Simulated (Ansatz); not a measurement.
# CsNiN in Ansatz: the effect of starting spin order

CsNiN:

```
Cs Ni N
1.0
     5.53697    0.00000    0.00000
    -2.76848    4.79515    0.00000
     0.00000    0.00000    3.44666
Cs Ni N
1 1 1
Direct
  0.66667 0.33333 0.50000
  0.33333 0.66667 0.00000
  0.33333 0.66667 0.50000
```

The cell comes from a database or a generator and needn't be the stable form of this composition.

Alike in all runs:

```yaml
Program: Ansatz 0.2.0
Task: single point
Functional: PBE
Potentials_or_basis: Ansatz PAW
Cutoff: "420 eV (not typed: the program's choice for these potentials)"
k_mesh: 6 × 6 × 8
Occupations: fermi-dirac, width 0.05 eV
```

Question: One run gave: energy over the lowest run 3.3 meV/atom; pressure 0.0 GPa; final net moment 0.00 μB; final largest site moment 0.00 μB. Which starting spin order did it use?
A. random
B. fm
C. spin off

Answer: C.

| starting spin order | spin | starting moments | energy over the lowest run (meV/atom) | pressure (GPa) | final net moment (μB) | final largest site moment (μB) |
| --- | --- | --- | --- | --- | --- | --- |
| spin off | no spin polarisation | - | 3.3 | 0.0 | 0.00 | 0.00 |
| fm | collinear spin, ferromagnetic start | [0.0, 1.0, 0.0] μB | 0.0 | 0.1 | 0.40 | 0.21 |
| random | collinear spin, random start | [0.0, -0.46, 0.0] μB | 0.0 | 0.1 | -0.40 | 0.21 |

Caveats: a cell with one magnetic atom can't hold antiferromagnetic order, which such compounds often take (some runs).
